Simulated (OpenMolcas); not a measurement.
# Ru²⁺ among point charges: CASSCF and CASPT2 levels and susceptibility

How does a field of 6 point charges split the states of Ru²⁺, and what χT follows?

The numbers are computed with OpenMolcas 26.06 (state-averaged CASSCF and CASPT2, spin-orbit coupling by RASSI with atomic mean-field integrals), except any that are marked as measured or tabulated.

## Step 1: The system

* Species: Ru²⁺ (ruthenium, Z = 44, 42 electrons)
* Basis: ANO-RCC-VDZP [6s5p3d1f], 43 functions
* Scalar Hamiltonian: DKH2, point nucleus
* Inactive shells: 1s 2s 2p 3s 3p 3d 4s 4p
* Active space: 6 electrons in 5 orbitals (4d)
* Some configurations of this space: 4d6
* Orbitals: optimised for each spin and parity, averaged over all roots

The outer shells:

4d6
```
4d [↑↓][↑ ][↑ ][↑ ][↑ ]
```

The ion sits among 6 point charges of -1 e arranged as an octahedron (Oh), 1.96 Å from the ion.

Each step is its own input file, run in one work folder so that later steps find the files of earlier ones. Labels, J, g values, rates, χT and fits are worked out afterwards by a script from the matrices that RASSI stores. The input lists half of the charges; inversion (Group=XYZ) makes the rest.

## Step 2: Basis and integrals

The input, a.inp:

```
&GATEWAY
Coord
1

Ru 0.0 0.0 0.0
Basis=ANO-RCC-VDZP
Group=XYZ
NoMove
AngMom=0.0 0.0 0.0
AMFI
XField
3 Angstrom 0
1.960000 0.000000 0.000000 -1.000000
0.000000 1.960000 0.000000 -1.000000
0.000000 0.000000 1.960000 -1.000000
&SEWARD
```

Run with:

```console
$ OMP_NUM_THREADS=1 MOLCAS_MEM=1689 MOLCAS_PROJECT=a pymolcas a.inp > a.log
```

Log:

```text
Basis set label: RU.ANO-RCC...6S5P3D1F.

      Electronic valence basis set:
      ------------------
      Associated Effective Charge  44.000000 au
      Associated Actual Charge     44.000000 au
      Nuclear Model: Point charge

      Shell  nPrim  nBasis  Cartesian Spherical Contaminant
         s      21       6        X
         p      18       5        X
         d      13       3                 X
         f       6       1                 X
                  Relativistic Douglas-Kroll-Hess integrals:
                    - DKH order of Hamiltonian: 2
                    - DKH order of Properties : 0
                  Atomic mean-field integrals
```

## Step 3: Reference wave functions, quintets of even parity, 5 roots

The input, a.inp:

```
&RASSCF
FileOrb=start.orb
Symmetry=1
Spin=5
nActEl=6 0 0
Inactive=9 9
Ras2=5 0
CIRoot=5 5 1
SDav=5
CIMx=300
Iter=120 100
PrWF=0.3
OrbListing=Nothing
MaxOrb=0
>>> COPY $Project.JobIph JOB001
```

start.orb holds the contracted functions of the basis, ordered by shell, or the orbitals of the step before.

Log, shortened:

```text
[...]
      Number of active orbitals                  5
[...]
      Spin quantum number                      2.0
[...]
      Active orbitals                            5   0
[...]
      Number of CSFs                             5
      Number of root(s) required                 5
[...]
      Convergence after  8 iterations
[...]
      Natural orbitals and occupation numbers for root  1
      sym 1:   2.000000   1.000000   1.000000   1.000000   1.000000
      Natural orbitals and occupation numbers for root  2
      sym 1:   1.000000   1.000000   1.000000   2.000000   1.000000
      Natural orbitals and occupation numbers for root  3
      sym 1:   1.000000   2.000000   1.000000   1.000000   1.000000
::    RASSCF root number  1 Total energy:  -4529.82443031
::    RASSCF root number  2 Total energy:  -4529.82443031
::    RASSCF root number  3 Total energy:  -4529.82443031
::    RASSCF root number  4 Total energy:  -4529.78762351
::    RASSCF root number  5 Total energy:  -4529.78762351
```

## Step 4: CASSCF: triplets of even parity, 45 roots

The input, a.inp:

```
&RASSCF
FileOrb=start.orb
Symmetry=1
Spin=3
nActEl=6 0 0
Inactive=9 9
Ras2=5 0
CIRoot=45 45 1
SDav=45
CIMx=300
Iter=120 100
PrWF=0.3
OrbListing=Nothing
MaxOrb=0
>>> COPY $Project.JobIph JOB002
```

Log, shortened:

```text
[...]
      Number of active orbitals                  5
[...]
      Spin quantum number                      1.0
[...]
      Active orbitals                            5   0
[...]
      Number of CSFs                            45
      Number of root(s) required                45
[...]
      Convergence after  7 iterations
[...]
      Natural orbitals and occupation numbers for root  1
      sym 1:   1.929047   1.930401   1.032310   1.041594   0.066648
      Natural orbitals and occupation numbers for root  2
      sym 1:   1.930404   1.041709   1.032181   1.928932   0.066774
      Natural orbitals and occupation numbers for root  3
      sym 1:   1.929946   1.040695   0.065661   1.930383   1.033316
::    RASSCF root number  1 Total energy:  -4529.77053485
::    RASSCF root number  2 Total energy:  -4529.77053485
::    RASSCF root number  3 Total energy:  -4529.77053485
[...]
::    RASSCF root number 27 Total energy:  -4529.69468314
::    RASSCF root number 28 Total energy:  -4529.69047443
::    RASSCF root number 29 Total energy:  -4529.69047443
::    RASSCF root number 30 Total energy:  -4529.69047443
```

## Step 5: Reference wave functions, singlets of even parity, 50 roots

The input, a.inp:

```
&RASSCF
FileOrb=start.orb
Symmetry=1
Spin=1
nActEl=6 0 0
Inactive=9 9
Ras2=5 0
CIRoot=50 50 1
SDav=50
CIMx=300
Iter=120 100
PrWF=0.3
OrbListing=Nothing
MaxOrb=0
>>> COPY $Project.JobIph JOB003
```

Log, shortened:

```text
[...]
      Number of active orbitals                  5
[...]
      Spin quantum number                      0.0
[...]
      Active orbitals                            5   0
[...]
      Number of CSFs                            50
      Number of root(s) required                50
[...]
      Convergence after  7 iterations
[...]
      Natural orbitals and occupation numbers for root  1
      sym 1:   1.952018   0.071974   1.952018   1.952018   0.071974
      Natural orbitals and occupation numbers for root  2
      sym 1:   1.965785   1.014787   0.989927   1.953851   0.075651
      Natural orbitals and occupation numbers for root  3
      sym 1:   1.965309   0.095392   1.035327   1.933891   0.970081
::    RASSCF root number  1 Total energy:  -4529.76117909
::    RASSCF root number  2 Total energy:  -4529.73590803
::    RASSCF root number  3 Total energy:  -4529.73590803
[...]
::    RASSCF root number 27 Total energy:  -4529.64249489
::    RASSCF root number 28 Total energy:  -4529.64249489
::    RASSCF root number 29 Total energy:  -4529.64143016
::    RASSCF root number 30 Total energy:  -4529.63259618
```

## Step 6: RASSI: spin-orbit coupling between the states

The input, a.inp:

```
&RASSI
NrOfJobIphs=3 5 45 50
1 2 3 4 5
1 2 3 4 5 6 7 8 9 10 11 12 13 14 15 16 17 18 19 20 21 22 23 24 25 26 27
28 29 30 31 32 33 34 35 36 37 38 39 40 41 42 43 44 45
1 2 3 4 5 6 7 8 9 10 11 12 13 14 15 16 17 18 19 20 21 22 23 24 25 26 27
28 29 30 31 32 33 34 35 36 37 38 39 40 41 42 43 44 45 46 47 48 49 50
IphNames
JOB001
JOB002
JOB003
EJob
SpinOrbit
DIPRint=1.0
SOCoupling=1000.0
Subsets=2
Property=9
'ANGMOM' 1 'ANGMOM' 2 'ANGMOM' 3 'MLTPL  1' 1 'MLTPL  1' 2 'MLTPL  1' 3
'AMFI' 1 'AMFI' 2 'AMFI' 3
SOProperty=3
'ANGMOM' 1 'ANGMOM' 2 'ANGMOM' 3
```

Log, shortened:

```text
SPIN-FREE ENERGIES:
  (Shifted by EMIN (a.u.) =      -4529.8244303146)
 SF State       Relative EMIN(au)   Rel lowest level(eV)    D:o, cm**(-1)      L_eff
     1             0.0000000000        0.0000000000              0.0000         2.0
     2             0.0000000000        0.0000000000              0.0000         2.0
     3             0.0000000000        0.0000000000              0.0000         2.0
     4             0.0368068060        1.0015642155           8078.1602         2.0
     5             0.0368068060        1.0015642155           8078.1602         2.0
     6             0.0538954614        1.4665702160          11828.6865         3.9
     7             0.0538954614        1.4665702160          11828.6865         3.9
     8             0.0538954614        1.4665702160          11828.6865         3.9
    51             0.0632512285        1.7211536084          13882.0401         4.8
    10             0.0673468090        1.8326000311          14780.9161         4.4
[...]
Eigenvalues of complex Hamiltonian:
   -----------------------------------
  (Shifted by EMIN (a.u.) =      -4529.8244303146)
 SO State       Relative EMIN(au)   Rel lowest level(eV)    D:o, cm**(-1)     J-value
     1            -0.0044636772        0.0000000000              0.0000         2.9
     2            -0.0044636772        0.0000000000              0.0000         3.1
     3            -0.0044636772        0.0000000000              0.0000         3.1
     4            -0.0026995600        0.0480040739            387.1790         2.6
     5            -0.0026995600        0.0480040738            387.1790         2.9
     6            -0.0023157682        0.0584475818            471.4115         2.1
     7            -0.0023157682        0.0584475817            471.4115         3.0
     8            -0.0023157682        0.0584475818            471.4115         2.9
     9            -0.0002142632        0.1156324454            932.6386         2.3
    10             0.0008371509        0.1442428813           1163.3973         1.9
    11             0.0008371509        0.1442428813           1163.3973         2.3
[...]
```

These steps: 22 s of run time, 1 thread, shared host.

States without spin-orbit coupling:

| state | degeneracy | E (cm-1) | free-ion L (%) |
| --- | --- | --- | --- |
| 5T2 | 3 | 0 | D (100) |
| 5E | 2 | 8078 | D (100) |
| 3T1 | 3 | 11829 | H (53) |
| 1A1 | 1 | 13882 | G (51) |
| 3T2 | 3 | 14781 | H (57) |
| 3T1 | 3 | 17755 | H (68) |
| 1T1 | 3 | 19428 | I (62) |
| 3T2 | 3 | 19512 | G (69) |
| 3E | 2 | 20081 | H (55) |
| 3T1 | 3 | 20742 | P (48) |
| 3T2 | 3 | 24122 | F (68) |
| 1T2 | 3 | 24431 | I (91) |
| 3A2 | 1 | 24698 | F (100) |
| 3T1 | 3 | 25777 | H (49) |
| 3E | 2 | 26346 | G (52) |
| 1E | 2 | 26722 | G (72) |
| 1A1 | 1 | 27461 | I (51) |
| 3A1 | 1 | 28476 | G (100) |
| 1T2 | 3 | 28596 | I (40) |
| 3T2 | 3 | 29400 | D (70) |
| 1T1 | 3 | 29913 | G (59) |
| 1A2 | 1 | 30254 | I (91) |
| 3T1 | 3 | 31516 | G (34) |
| 3E | 2 | 33351 | D (89) |

With spin-orbit coupling:

```
E (cm-1)  Degeneracy  Label  2S+1
     0.0           3     T2     5
   387.2           2      E     5
   471.4           3     T1     5
   932.6           1     A1     5
    1163           3     T1     5
    1276           3     T2     5
    8896           1     A2     5
    8899           3     T2     5
    8902           2      E     5
    8935           3     T1     5
    8963           1     A1     5
   11620           1     A1     3
   12092           2      E     3
   12268           3     T2     3
   13143           3     T1     3
   15042           3     T1     3
   15516           2      E     3
   15737           3     T2     3
   15775           1     A2     3
   16469           1     A1     1
   18060           3     T1     3
   18180           2      E     3
   18443           3     T2     3
   18879           1     A1     3
```

The table of states holds 24 of 43 computed; the rest, higher up, is left out.

Powder χT (cm³ K/mol): 3.26 at 2 K, 3.27 at 5 K, 3.30 at 10 K, 3.36 at 20 K, 3.53 at 50 K, 3.81 at 100 K, 4.04 at 150 K, 4.20 at 200 K, 4.30 at 250 K, 4.35 at 300 K.

Orbitals of the lowest block (energies include the constant potential of the surroundings):

| shell | space | energy (hartree) | mean occupation | ⟨r²⟩ (bohr²) |
| --- | --- | --- | --- | --- |
| 1s | inactive | -815.9302 | 2.000 | 0.00147 |
| 2s | inactive | -119.5214 | 2.000 | 0.0249 |
| 2p | inactive | -106.7741 | 6.000 | 0.0197 |
| 3s | inactive | -21.6059 | 2.000 | 0.183 |
| 3p | inactive | -17.2936 | 6.000 | 0.187 |
| 3d | inactive | -10.3372 | 10.000 | 0.175 |
| 4s | inactive | -2.5888 | 2.000 | 1.19 |
| 4p | inactive | -1.2850 | 6.000 | 1.45 |
| 4d | RAS2 |  | 6.000 | 2.88 |

## Step 7: CASPT2: IPEA 0.25, imaginary shift 0.1 (closed shells correlated: 4s 4p)

The input, a.inp:

```
>>> COPY JOB001 $Project.JobIph
&CASPT2
Multistate=5 1 2 3 4 5
NoMult
Frozen=8 6
IPEA=0.25
Imaginary=0.1
MaxIter=60
WThr=0.0 0.3 0.05
PrWF=0.5
NoMix
>>> COPY JOB002 $Project.JobIph
&CASPT2
Multistate=45 1 2 3 4 5 6 7 8 9 10 11 12 13 14 15 16 17 18 19 20 21 22
23 24 25 26 27 28 29 30 31 32 33 34 35 36 37 38 39 40 41 42 43 44 45
NoMult
Frozen=8 6
IPEA=0.25
Imaginary=0.1
MaxIter=60
WThr=0.0 0.3 0.05
PrWF=0.5
NoMix
>>> COPY JOB003 $Project.JobIph
&CASPT2
Multistate=50 1 2 3 4 5 6 7 8 9 10 11 12 13 14 15 16 17 18 19 20 21 22
23 24 25 26 27 28 29 30 31 32 33 34 35 36 37 38 39 40 41 42 43 44 45 46
47 48 49 50
NoMult
Frozen=8 6
IPEA=0.25
Imaginary=0.1
MaxIter=60
WThr=0.0 0.3 0.05
PrWF=0.5
NoMix
```

Log, shortened:

```text
[...]
      Active orbitals                            5   0
[...]
      E2 (Variational):          -0.2958939212
      Total energy:           -4530.1203242358
[...]
::    CASPT2 Root  1     Total energy:  -4530.12032424
::    CASPT2 Root  2     Total energy:  -4530.12032411
[...]
::    CASPT2 Root 27     Total energy:  -4529.95637163
::    CASPT2 Root 28     Total energy:  -4529.95633004
::    CASPT2 Root 29     Total energy:  -4529.95644027
::    CASPT2 Root 30     Total energy:  -4529.94703727
```

This run took 6.7 s in all on 1 thread, shared host.

SS-CASPT2: lowest energy less the reference's lowest, -0.2959 hartree; reference weights 0.921 to 0.937.

Spin-free states, with their symmetry labels:

| state | degeneracy | E (cm-1) | free-ion L (%) |
| --- | --- | --- | --- |
| 5T2 | 3 | 0 | D (100) |
| 5E | 2 | 8666 | D (100) |
| 3T1 | 3 | 10956 | H (53) |
| 1A1 | 1 | 13054 | G (51) |
| 3T2 | 3 | 13312 | H (57) |
| 3T1 | 3 | 16772 | H (68) |
| 3T2 | 3 | 17975 | G (69) |
| 1T1 | 3 | 18285 | I (62) |
| 3E | 2 | 18716 | H (55) |
| 3T1 | 3 | 18802 | P (48) |
| 3T2 | 3 | 21879 | F (68) |
| 3A2 | 1 | 22637 | F (100) |
| 1T2 | 3 | 22847 | I (91) |
| 3T1 | 3 | 24837 | H (49) |
| 1E | 2 | 24842 | G (72) |
| 1A1 | 1 | 25099 | I (51) |
| 3E | 2 | 25411 | G (52) |
| 1T2 | 3 | 25971 | I (40) |
| 3T2 | 3 | 26859 | D (70) |
| 3A1 | 1 | 27101 | G (100) |
| 1T1 | 3 | 27747 | G (59) |
| 1A2 | 1 | 28828 | I (91) |
| 3T1 | 3 | 30188 | G (34) |
| 3E | 2 | 30714 | D (89) |

With spin-orbit coupling:

```json
{"E (cm-1)": "0", "Degeneracy": "3", "Label": "T2", "2S+1": "5"}
{"E (cm-1)": "390", "Degeneracy": "2", "Label": "E", "2S+1": "5"}
{"E (cm-1)": "470", "Degeneracy": "3", "Label": "T1", "2S+1": "5"}
{"E (cm-1)": "940", "Degeneracy": "1", "Label": "A1", "2S+1": "5"}
{"E (cm-1)": "1170", "Degeneracy": "3", "Label": "T1", "2S+1": "5"}
{"E (cm-1)": "1270", "Degeneracy": "3", "Label": "T2", "2S+1": "5"}
{"E (cm-1)": "9440", "Degeneracy": "2", "Label": "E", "2S+1": "5"}
{"E (cm-1)": "9450", "Degeneracy": "3", "Label": "T2", "2S+1": "5"}
{"E (cm-1)": "9460", "Degeneracy": "1", "Label": "A2", "2S+1": "5"}
{"E (cm-1)": "9470", "Degeneracy": "3", "Label": "T1", "2S+1": "5"}
{"E (cm-1)": "9480", "Degeneracy": "1", "Label": "A1", "2S+1": "5"}
{"E (cm-1)": "10760", "Degeneracy": "1", "Label": "A1", "2S+1": "3"}
{"E (cm-1)": "11200", "Degeneracy": "2", "Label": "E", "2S+1": "3"}
{"E (cm-1)": "11390", "Degeneracy": "3", "Label": "T2", "2S+1": "3"}
{"E (cm-1)": "12240", "Degeneracy": "3", "Label": "T1", "2S+1": "3"}
{"E (cm-1)": "13660", "Degeneracy": "3", "Label": "T1", "2S+1": "3"}
{"E (cm-1)": "14090", "Degeneracy": "2", "Label": "E", "2S+1": "3"}
{"E (cm-1)": "14290", "Degeneracy": "3", "Label": "T2", "2S+1": "3"}
{"E (cm-1)": "14320", "Degeneracy": "1", "Label": "A2", "2S+1": "3"}
{"E (cm-1)": "15610", "Degeneracy": "1", "Label": "A1", "2S+1": "1"}
{"E (cm-1)": "17030", "Degeneracy": "3", "Label": "T1", "2S+1": "3"}
{"E (cm-1)": "17050", "Degeneracy": "2", "Label": "E", "2S+1": "3"}
{"E (cm-1)": "17410", "Degeneracy": "3", "Label": "T2", "2S+1": "3"}
{"E (cm-1)": "17920", "Degeneracy": "1", "Label": "A1", "2S+1": "3"}
```

Powder χT (cm³ K/mol): 3.24 at 2 K, 3.26 at 5 K, 3.29 at 10 K, 3.35 at 20 K, 3.52 at 50 K, 3.79 at 100 K, 4.02 at 150 K, 4.18 at 200 K, 4.28 at 250 K, 4.33 at 300 K.

## Step 8: The methods side by side

A. CASSCF
B. SS-CASPT2, IPEA 0.25, imaginary shift 0.1 (closed shells correlated: 4s 4p)

| method | ground state | first state of that spin (cm-1) | first gap with spin-orbit (cm-1) | χT at 300 K |
| --- | --- | --- | --- | --- |
| A | 5T2 | 5E 8078 | 387.2 | 4.35 |
| B | 5T2 | 5E 8666 | 386.3 | 4.33 |

## Step 9: What came out

| quantity | value |
| --- | --- |
| method | SS-CASPT2, IPEA 0.25, imaginary shift 0.1 (closed shells correlated: 4s 4p) |
| spin-free ground state | 5T2, 3-fold in its orbital part |
| first state of the same spin within the active space | 5E at 8670 cm⁻¹ |
| lowest level | 3-fold T2 |
| next level | 386.3 cm⁻¹ |
| χT at 300 K | 4.33 cm³ K/mol |
| effective moment at 300 K | 5.89 μB |

Cost by method:

| method | time of its own steps | time with the reference |
| --- | --- | --- |
| A. CASSCF | 22 s | 22 s |
| B. SS-CASPT2, IPEA 0.25, imaginary shift 0.1, +4s 4p | 6.7 s | 29 s |

Times are of one thread on a shared host.

What this shows: The spin-free ground state (5T2) comes to 100 % from free-ion D terms and keeps the highest spin of the shell. χT at 300 K is 4.33, against 3.01 cm³ K/mol for the spin alone, so orbital moment adds to it. An active space of the d shell alone favours high spin; real ions in strong fields can be low spin. CASPT2 does not keep the components of a term degenerate, and the means are used. The field of point charges can differ much from that of real complexes. With metal d orbitals alone active, the gaps between spin states are rough; where two lie within a few thousand cm-1, their order is open. Point charges carry no covalency, so the field is a model and not that of real ligands.
